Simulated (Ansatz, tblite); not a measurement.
# In(OCMe2)H3 (C3H9InO): rung by rung

An exercise on one series of results from a longer session: the logs are not shown, and one member is left open.

Program: Ansatz 0.2.0, Gaussian basis. Level of theory: as each input shows. These are calculated values, not measurements.

Plan: GFN1-xTB, GFN2-xTB, PBE-D4/def2-TZVP, r2SCAN-D4/def2-TZVP, ωB97M-V/def2-TZVP, PBE-QIDH/def2-TZVP, B2PLYP/def2-TZVP, PBE-D4/def2-SVP, PBE0-D4/def2-SVP, CCSD(T)/def2-TZVP, RPA/def2-TZVP.

2 further runs of the same task are left out: 1 that didn't finish, 1 set aside as unsound or not needed.

## The geometry

The geometry is that of the singlet, from an earlier relaxation (r2SCAN-D4/def2-SVP).

14 atoms, charge 0, spin multiplicity 1.

Bond lengths: In1–O2 2.361 Å, In1–H12 1.746 Å, In1–H13 1.746 Å, In1–H14 1.728 Å, O2–C3 1.229 Å, C3–C4 1.497 Å, C3–C5 1.499 Å, C4–H6 1.103 Å, C4–H7 1.103 Å, C4–H8 1.097 Å, C5–H9 1.103 Å, C5–H10 1.104 Å, C5–H11 1.098 Å. Angles: O2–In1–H12 94.5°, O2–In1–H13 95.2°, O2–In1–H14 97.3°, H12–In1–H13 116.2°, H12–In1–H14 120.5°, H13–In1–H14 120.4°, In1–O2–C3 127.8°, O2–C3–C4 120.0°, O2–C3–C5 121.3°, C4–C3–C5 118.7°, C3–C4–H6 109.5°, C3–C4–H7 109.6°, C3–C4–H8 110.8°, H6–C4–H7 106.2°, H6–C4–H8 110.3°, H7–C4–H8 110.4°, C3–C5–H9 108.8°, C3–C5–H10 108.6° and more.

In takes a core potential in the def2 sets. No spin-orbit coupling is included.

PBE0-D4/def2-TZVP was run before; its log isn't repeated, and its numbers join the tables.

Set-up of the first run:

Tight binding, by tblite at 300 K electronic temperature and without a spin-polarisation term:

```python
tblite.interface.Calculator('GFN1-xTB', numbers, positions, charge=0, uhf=0).singlepoint()
```

Tight binding, by tblite at 300 K electronic temperature and without a spin-polarisation term:

```python
tblite.interface.Calculator('GFN2-xTB', numbers, positions, charge=0, uhf=0).singlepoint()
```

start.molden holds the orbitals of an earlier run on this state, given as this run's starting guess.

in.yaml

```yaml
crystal:
  periodic: [false, false, false]
  atoms:
    - {symbol: In, position_ang: [-0.501348, -1.076696, -2.381327]}
    - {symbol: O, position_ang: [-0.484361, -0.927021, -0.024876]}
    - {symbol: C, position_ang: [-0.030041, -0.019066, 0.668494]}
    - {symbol: C, position_ang: [-0.086951, -0.116739, 2.161696]}
    - {symbol: C, position_ang: [0.591336, 1.197599, 0.050382]}
    - {symbol: H, position_ang: [0.934515, -0.052307, 2.573378]}
    - {symbol: H, position_ang: [-0.638283, 0.747274, 2.569153]}
    - {symbol: H, position_ang: [-0.563634, -1.054498, 2.472395]}
    - {symbol: H, position_ang: [-0.136289, 1.657869, -0.639235]}
    - {symbol: H, position_ang: [1.439573, 0.878675, -0.579364]}
    - {symbol: H, position_ang: [0.930675, 1.934236, 0.790253]}
    - {symbol: H, position_ang: [1.235637, -0.996579, -2.535469]}
    - {symbol: H, position_ang: [-1.367489, 0.419501, -2.627231]}
    - {symbol: H, position_ang: [-1.323339, -2.592238, -2.498260]}
basis:
  gaussian: {orbitals: def2-TZVP, initial_orbitals: start.molden}
hamiltonian: {xc: pbe, dispersion: d4}
scf: {omitted_lower_state_checks: [starts]}
output: {orbitals: {seedname: orbitals}}
```

Launch:

```bash
> ansatz run in.yaml --threads 2 --pin off --events-out ev --progress --plain --max-ram 22528MiB --backend cpu
```

Among the steps run: PBE-D4/def2-TZVP; r2SCAN-D4/def2-TZVP; ωB97M-V/def2-TZVP; PBE-QIDH/def2-TZVP; B2PLYP/def2-TZVP; PBE-D4/def2-SVP; PBE0-D4/def2-SVP; CCSD(T)/def2-TZVP; RPA/def2-TZVP.

One of the session's tables, all rows but one given; the rest of the session is left out.

It belongs to the step «Binding energy». 

| method | binding an atom (eV) |
| --- | --- |
| HF/def2-TZVP | ? |
| PBE-D4/def2-SVP | 3.701 |
| PBE-D4/def2-TZVP | 3.670 |
| r2SCAN-D4/def2-TZVP | 3.625 |
| PBE0-D4/def2-SVP | 3.646 |
| PBE0-D4/def2-TZVP | 3.614 |
| ωB97M-V/def2-TZVP | 3.628 |
| MP2/def2-TZVP | 3.503 |
| CCSD/def2-TZVP | 3.445 |
| CCSD(T)/def2-TZVP | 3.491 |

Estimate the missing values for HF/def2-TZVP.

The run gave: binding an atom (eV): 2.657. In the column «binding an atom (eV)» it is the lowest.

Limits of these values: Free atoms were run apart at each level; binding is atoms less cluster, divided by the number of atoms, without zero-point or spin-orbit terms.
